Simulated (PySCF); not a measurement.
# C3H7NSi: the cost of one run

Programs: PySCF 2.14.0, with density-fitted response routines of our own. Each step states its level of theory. These are calculated values for one molecule in the gas phase, unless marked as measured. Atoms count from 0, in the outputs and in this text.

### 1 Starting geometry

12 atoms, charge 0, multiplicity 1; geometry from: GFN2-xTB. The atoms were then displaced at random by about 0.01 Å, so the start is not that level's minimum.

Bonds of the start (Å): C0–C1 1.22, C1–Si2 1.86, Si2–C3 1.85, Si2–N4 1.73, C0–H5 1.04, Si2–H6 1.48, C3–H7 1.09, C3–H8 1.06, C3–H9 1.12, N4–H10 1.01, N4–H11 1.02.

### 2 Relaxing the molecule at PBE0-D3(BJ)/def2-SVP

The job: settings as JSON, then the geometry in Å.

```
{"job": {"xc": "PBE0", "basis": "def2-SVP", "d3": "d3bj", "grid": 1, "shake": 0.01, "kind": "geom"}, "charge": 0, "multiplicity": 1}
C      2.582980     1.031390    -0.429020
C      1.496160     0.640720    -0.049550
Si    -0.157490     0.020150     0.547230
C     -1.494400     0.512480    -0.640600
N     -0.006970    -1.703980     0.496320
H      3.489240     1.415990    -0.776810
H     -0.366300     0.611790     1.889120
H     -1.614200     1.595050    -0.696580
H     -1.335320     0.151330    -1.621840
H     -2.486490     0.104090    -0.306500
H     -0.840530    -2.267890     0.594420
H      0.773000    -2.139390     0.984790
```

On the command line:

```sh
OMP_NUM_THREADS=1 python probes_run.py task.json out
```

One launch serves the whole session: the jobs run in the order shown.

**Question.** How long does this first job take on 1 thread of Arm Neoverse V1, shared host, and how much memory does it need?

About 26 s, with a peak of 0.45 GiB.
